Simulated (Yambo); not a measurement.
A run of Yambo 5.3.0 is set up as follows.

The input optics3.in:

```
optics
chi
Chimod= "IP"
% BndsRnXd
 1 | 31 |
%
% LongDrXd
 1 | 1 | 1 |
%
% QpntsRXd
 1 | 1 |
%
% EnRngeXd
 0 | 10 | eV
%
% DmRngeXd
 0.2 | 0.2 | eV
%
ETStpsXd= 150
```

scf.in

```
&CONTROL
  calculation = 'scf'
  prefix = 'pwscf'
  outdir = './tmp'
  pseudo_dir = './pseudo'
/
&SYSTEM
  ibrav = 0
  nat = 2
  ntyp = 2
  ecutwfc = 90
  nbnd = 21
  occupations = 'smearing'
  smearing = 'fd'
  degauss = 0.00367493
  nspin = 2
  starting_magnetization(1) = 0.1875
  starting_magnetization(2) = 0
  force_symmorphic = .true.
/
&ELECTRONS
  conv_thr = 4d-10
  electron_maxstep = 120
  mixing_beta = 0.3
/
ATOMIC_SPECIES
Fe    55.8450 Fe.upf
O     15.9990 O.upf
CELL_PARAMETERS angstrom
   0.0000000000    2.1554000000    2.1554000000
   2.1554000000    0.0000000000    2.1554000000
   2.1554000000    2.1554000000    0.0000000000
ATOMIC_POSITIONS angstrom
Fe     0.0000000000    0.0000000000    0.0000000000
O      2.1554000000    2.1554000000    2.1554000000
K_POINTS automatic
12 12 12 0 0 0
```

The input nscf.in:

```
&CONTROL
  calculation = 'nscf'
  prefix = 'pwscf'
  outdir = './tmp'
  pseudo_dir = './pseudo'
/
&SYSTEM
  ibrav = 0
  nat = 2
  ntyp = 2
  ecutwfc = 90
  nbnd = 31
  occupations = 'smearing'
  smearing = 'fd'
  degauss = 0.00367493
  nspin = 2
  starting_magnetization(1) = 0.1875
  starting_magnetization(2) = 0
  force_symmorphic = .true.
/
&ELECTRONS
  conv_thr = 1d-08
  diago_full_acc = .true.
  diago_thr_init = 1d-06
/
ATOMIC_SPECIES
Fe    55.8450 Fe.upf
O     15.9990 O.upf
CELL_PARAMETERS angstrom
   0.0000000000    2.1554000000    2.1554000000
   2.1554000000    0.0000000000    2.1554000000
   2.1554000000    2.1554000000    0.0000000000
ATOMIC_POSITIONS angstrom
Fe     0.0000000000    0.0000000000    0.0000000000
O      2.1554000000    2.1554000000    2.1554000000
K_POINTS automatic
12 12 12 0 0 0
```

Potentials or basis: PseudoDojo 0.4.1 SR PBEsol standard.

The run is started by

```console
$ OMP_NUM_THREADS=1 pw.x -in scf.in > scf.out
$ OMP_NUM_THREADS=1 pw.x -in nscf.in > nscf.out
$ cd tmp/pwscf.save; p2y; mv SAVE ../..; cd ../..
$ OMP_NUM_THREADS=1 yambo
$ OMP_NUM_THREADS=1 yambo -F optics3.in -J optics3 -C optics3_out
```

**Question.** Predict the band gap on the k mesh, mean-field level.

**Answer.** None (metal or under the smearing width).

**Question.** Estimate the net moment.

**Answer.** 4.00 μB per cell.

Dielectric function (along the field direction of the input):
```tsv
energy (eV)	real part	imaginary part
0.27	-0.20	56.31
0.60	-4.47	13.99
0.94	-0.89	5.87
1.28	1.75	3.45
1.61	2.56	2.52
1.95	3.28	1.80
2.28	3.92	1.31
2.62	4.52	1.08
2.95	5.16	0.86
3.29	6.21	1.12
3.62	6.74	2.01
3.96	6.84	2.98
4.30	6.47	4.11
4.63	6.15	4.89
4.97	5.30	5.16
5.30	4.44	5.87
5.64	3.21	5.89
5.97	2.45	5.40
6.31	2.08	4.67
6.64	1.87	4.47
6.98	1.71	4.21
7.32	1.59	4.16
7.65	0.91	3.98
7.99	0.85	3.08
8.32	0.95	2.99
8.66	0.96	2.45
8.99	1.21	2.11
9.33	1.70	1.88
9.66	1.99	2.21
10.00	2.01	2.46
```

Caveat: the intraband (Drude) term of the metal is left out; the ground state has no gap, which makes the many-body step unreliable; spectra need much finer meshes, so this one isn't converged; independent-particle spectra lack excitons; a cell with one magnetic atom can't hold antiferromagnetic order, which such compounds often take; semilocal functionals often make such compounds metallic where correlation or magnetic order opens a gap, which also shifts bond lengths.

**What was measured.**

From “W\"ustite: Electric, thermodynamic and optical properties of FeO”, 2012, arxiv:1203.1201, for a bulk crystal of FeO: band gap 2.4 eV (optical).

Against the measured gap of FeO, 2.4 eV (optical; quoted in “W\"ustite: Electric, thermodynamic and optical properties of FeO”, 2012, arxiv:1203.1201), the calculated 0.00 eV is off by -2.40 eV. So large a miss can be the level of theory's own, or it may mean another phase, state or a wrong row. The value is that of PBEsol on a finite k mesh, which can miss the band edges, without temperature or zero-point motion. Semilocal functionals fall short of measured gaps as a rule. The run's magnetic order (collinear spin, ferromagnetic start) needn't be the measured crystal's.
